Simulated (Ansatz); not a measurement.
Born–Oppenheimer molecular dynamics of a periodic cell of 16 atoms, Li (start crystal Li, start structure bcc, volume 1.1 times the crystal's). It starts from a structure without forces on its atoms.

The calculation used DFT r2SCAN, scalar-relativistic, plane waves, PAW (Ansatz 0.2.0). Settings: accuracy low, cutoff 500 eV, k mesh 2x2x2, fermi-dirac smearing 0.11 eV, no spin polarisation.

```
ensemble        : NVT, Langevin thermostat
time step       : 1 fs
steps asked     : 50
set temperature : 1300 K
friction        : 1 /fs
seed            : 528837
```

First frame:

```xyz
16
Lattice="7.2053 0.0000 0.0000 0.0000 7.2053 0.0000 0.0000 0.0000 7.2053" Properties=species:S:1:pos:R:3
Li 0.000 0.000 0.000
Li 3.603 0.000 0.000
Li 0.000 3.603 0.000
Li 0.000 0.000 3.603
Li 1.801 1.801 1.801
Li 3.603 3.603 0.000
Li 3.603 0.000 3.603
Li 5.404 1.801 1.801
Li 0.000 3.603 3.603
Li 1.801 5.404 1.801
Li 1.801 1.801 5.404
Li 3.603 3.603 3.603
Li 5.404 5.404 1.801
Li 5.404 1.801 5.404
Li 1.801 5.404 5.404
Li 5.404 5.404 5.404
```

(1) What does the run give?

(2) What happens to the structure?

(3) How do temperature and energy run in time?

## Answers

(1) All steps were run.

```
steps done                                               : 50
time covered                                             : 50 fs
mean temperature over the second half                    : 1275 K
spread of the potential energy over the second half      : 3.7 meV per atom
mean potential energy of the second half above the start : 18.2 meV per atom
```

A run of 0.05 ps of so small a system gives no equilibrium averages. The friction is so strong that the motion is overdamped, so the time scale means little. Limits of this set-up: coarse k mesh, low accuracy level.

(2) Mean squared displacements from the first frame to the last, about the centre of mass: Li 0.05 Å². Another seed would give other details.

(3) 
```
time (fs)  T (K)  potential energy less start (eV)
      0.0   1219                             0.000
      2.0    710                             0.008
      4.0   1437                             0.026
      6.0   1324                             0.045
      8.0   1458                             0.064
     10.0   1629                             0.088
     12.0   1434                             0.098
     14.0   1330                             0.119
     16.0   1478                             0.142
     18.0   1222                             0.162
     20.0   1615                             0.192
     22.0   1255                             0.181
     24.0   1193                             0.188
     26.0   1097                             0.200
     28.0   1557                             0.198
     30.0    762                             0.225
     32.0   1329                             0.255
     34.0   1343                             0.278
     36.0   1727                             0.283
     38.0   1457                             0.294
     40.0   1256                             0.315
     42.0   1109                             0.337
     44.0   1392                             0.361
     46.0   1348                             0.365
     48.0   1490                             0.356
     50.0   1341                             0.355
```

The run took 8 min on 1 thread of Intel(R) Xeon(R) 6975P-C (Granite Rapids) (shared host), peak memory 0.73 GiB.
